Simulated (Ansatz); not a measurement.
# PbF2: how well frozen cores do

Aim: solve PbF2 at one geometry with LAPW, all electrons, PAW on the default files and all-electron PAW on datasets made for the crystal, and see where they agree.

Computed with Ansatz 0.2.0 (DFT PBE, scalar-relativistic, unless a step's input says otherwise).

## Step 1: The system as given

Symmetry: Fm-3m, No. 225, cubic system. The conventional cell has a = 5.940 Å, b = 5.940 Å, c = 5.940 Å, α = 90.00°, β = 90.00°, γ = 90.00°. Around Pb (site symmetry m-3m) lie 8 F at 2.57 Å. F (site symmetry -43m) is surrounded by 4 Pb at 2.57 Å.

As a file:

```
Pb F
1.0
     0.00000    2.96985    2.96985
     2.96985    0.00000    2.96985
     2.96985    2.96985    0.00000
Pb F
1 2
Direct
  0.00000 0.00000 0.00000
  0.25000 0.25000 0.25000
  0.75000 0.75000 0.75000
```

The cell is a deposited one (Crystallography Open Database entry 9014557); the temperature and pressure of the measurement aren't taken into account, and nothing was relaxed.

Atoms are numbered in the order of the input: Pb1, F2, F3.

## Step 2: LAPW, all electrons

File input.yaml:

```yaml
crystal:
  lattice:
    - [0.0, 2.96985, 2.96985]
    - [2.96985, 0.0, 2.96985]
    - [2.96985, 2.96985, 0.0]
  atoms:
    - { symbol: Pb, position: [0.0, 0.0, 0.0] }
    - { symbol: F, position: [0.25, 0.25, 0.25] }
    - { symbol: F, position: [0.75, 0.75, 0.75] }
kpoints:
  mp_grid: { grid: [7, 7, 7] }
  band_path:
    path:
      - [0.0, 0.0, 0.0]
      - [0.5, 0.0, 0.5]
      - [0.625, 0.25, 0.625]
      - [0.375, 0.375, 0.75]
      - [0.0, 0.0, 0.0]
      - [0.5, 0.5, 0.5]
      - [0.5, 0.25, 0.75]
      - [0.5, 0.0, 0.5]
    npoints: 8
scf:
  occupations: { method: fermi_dirac, width: 0.03 }
hamiltonian:
  xc: pbe
  pseudopotentials: { kind: all_electron, lapw: { basis_error: 0.0005 } }
output:
  forces: true
  stress: true
  eigenvalues: true
  populations: true
  dos: { projected: true, de: 0.2, e_range: [-14, 8] }
```

## Step 3: PAW on the default files

input.yaml: that of step 2 with these lines changed.

```diff
@@ -26,3 +26,3 @@
   xc: pbe
-  pseudopotentials: { kind: all_electron, lapw: { basis_error: 0.0005 } }
+  pseudopotentials: { kind: paw }
 output:
@@ -31,3 +31,5 @@
   eigenvalues: true
+  efg: { contact_densities: true }
   populations: true
+  bader: true
   dos: { projected: true, de: 0.2, e_range: [-14, 8] }
```

## Step 4: All-electron PAW on datasets made for the crystal

input.yaml: that of step 3 with these lines changed.

```diff
@@ -26,3 +26,3 @@
   xc: pbe
-  pseudopotentials: { kind: paw }
+  pseudopotentials: { kind: all_electron, datasets: crystal }
 output:
@@ -32,4 +32 @@
   efg: { contact_densities: true }
-  populations: true
-  bader: true
-  dos: { projected: true, de: 0.2, e_range: [-14, 8] }
```

(Steps that only read results are left out.)

Q: Predict the outcome of this session. Wanted: pressure; gap; Bader charges.

The runs gave:

| quantity | value |
| --- | --- |
| pressure | LAPW 2.21, PAW 2.20, crystal datasets 2.21 GPa |
| gap (LAPW) | 4.41 eV, indirect from W to X |
| Bader charges (PAW) | Pb1 +1.58, F2 -0.79 e |

In words: At this geometry the cell is under compression of 2.2 GPa, so it would expand if let go. A gap opens: 4.41 eV, indirect from W to X. Spin-orbit coupling is left out, though the cell holds Pb; it can shift such gaps by tenths of an eV. The top eV of the valence band is mostly F 2p (69 % of the projected weight). The projection holds only the free atom's occupied shells (Pb 6s, Pb 6p, F 2s, F 2p in this range). In pressure, PAW differs from LAPW by less than 0.01 GPa and less than 0.01 eV in the gap.

The gaps are Kohn-Sham values of a semilocal functional, not quasiparticle or optical gaps. Such gaps usually fall short of the measured ones; spin-orbit coupling, left out here, narrows gaps with Pb, so the two errors partly cancel.
